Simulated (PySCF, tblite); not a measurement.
# C₃H₅BF₂O: infrared bands, NMR shifts and spin-spin couplings

Aim: predict the infrared bands, NMR shifts and spin-spin couplings of C₃H₅BF₂O (`O=CCCB(F)F`).

Programs: tblite 0.8.0 and PySCF 2.14.0, with density-fitted response routines of our own. Each step states its level of theory. These are calculated values for one molecule in the gas phase, unless marked as measured. Atoms are numbered from 0 throughout.

## Step 1: The molecule as given

12 atoms, charge 0, multiplicity 1; geometry from: GFN2-xTB.

Bonds of the start (Å): O0–C1 1.21, C1–C2 1.48, C2–C3 1.53, C3–B4 1.63, B4–F5 1.35, B4–F6 1.35, C1–H7 1.10, C2–H8 1.09, C2–H9 1.09, C3–H10 1.09, C3–H11 1.09.

## Step 2: Harmonic vibrations with GFN2-xTB

What the job is given:

```
{"job": {"kind": "ir", "xc": "GFN2-xTB", "basis": "xTB"}, "charge": 0, "multiplicity": 1}
O     -0.308858     1.122093    -1.115344
C     -1.183367     0.696680    -0.387639
C     -0.872568    -0.316689     0.643302
C      0.576594    -0.749052     0.384932
B      1.216679     0.350832    -0.634515
F      1.737331    -0.073936    -1.799832
F      1.890680     1.392526    -0.101626
H     -2.204239     1.080464    -0.491214
H     -0.985651     0.169971     1.617373
H     -1.600132    -1.130200     0.613684
H      1.137909    -0.805273     1.314048
H      0.596820    -1.738102    -0.069195
```

**Question.** This job is followed by: GIAO PBE0/pcSseg-1 NMR shielding, non-relativistic, gas phase; B3LYP/pcJ-1 indirect spin-spin coupling, non-relativistic, gas phase. What will the session give for the following? strongest single infrared mode (GFN2-xTB); zero-point energy (GFN2-xTB); 13C shifts against TMS (PBE0/pcSseg-1); 1H shifts against TMS (PBE0/pcSseg-1, means over atoms taken as alike); 17O shifts against H2O (PBE0/pcSseg-1); 11B shifts against BF3·OEt2 (PBE0/pcSseg-1); 19F shifts against CFCl3 (PBE0/pcSseg-1, means over atoms taken as alike); largest coupling of the table (B3LYP/pcJ-1).

As calculated:

```
                                                                 quantity                    value
                                strongest single infrared mode (GFN2-xTB)    1696 cm⁻¹, 291 km/mol
                                             zero-point energy (GFN2-xTB)            51.8 kcal/mol
                                   13C shifts against TMS (PBE0/pcSseg-1)     224.6, 46.2, 6.1 ppm
   1H shifts against TMS (PBE0/pcSseg-1, means over atoms taken as alike)     9.58, 3.02, 0.62 ppm
                                   17O shifts against H2O (PBE0/pcSseg-1)                575.8 ppm
                              11B shifts against BF3·OEt2 (PBE0/pcSseg-1)                 16.5 ppm
19F shifts against CFCl3 (PBE0/pcSseg-1, means over atoms taken as alike)               -128.5 ppm
                              largest coupling of the table (B3LYP/pcJ-1)  1J(C,H) C1–H7, 183.5 Hz
```

What this shows: No mode is imaginary among the 30: a minimum at this level. The strongest single mode, at 1696 cm⁻¹, moves mainly C1 and O0. Unscaled tight-binding wavenumbers are off by several per cent, some by more. Its intensities can rank the bands wrongly. C1 (aldehyde carbonyl carbon) lies farthest downfield among carbon, at 224.6 ppm; the double bond to the heteroatom, with no lone-pair donor beside it, deshields it most. H7 (hydrogen on an aldehyde carbonyl carbon) lies farthest downfield among hydrogen, at 9.58 ppm; deshielded by the polar, anisotropic C=O bond. At PBE0/pcSseg-1: The largest span, 941 ppm, is at O0, where the paramagnetic term is -641 ppm. In the run at B3LYP/pcJ-1, the largest coupling of the table is C1–H7, 183.5 Hz, of which the Fermi-contact term gives 183.9 Hz. Couplings across rotatable bonds belong to this one conformer; where others are populated, the observed values are averages, and the simulated multiplets take (2 J gauche + J anti)/3 across rotating chain bonds. Density functionals describe couplings to fluorine poorly, F–F couplings above all, so those rows are rough.
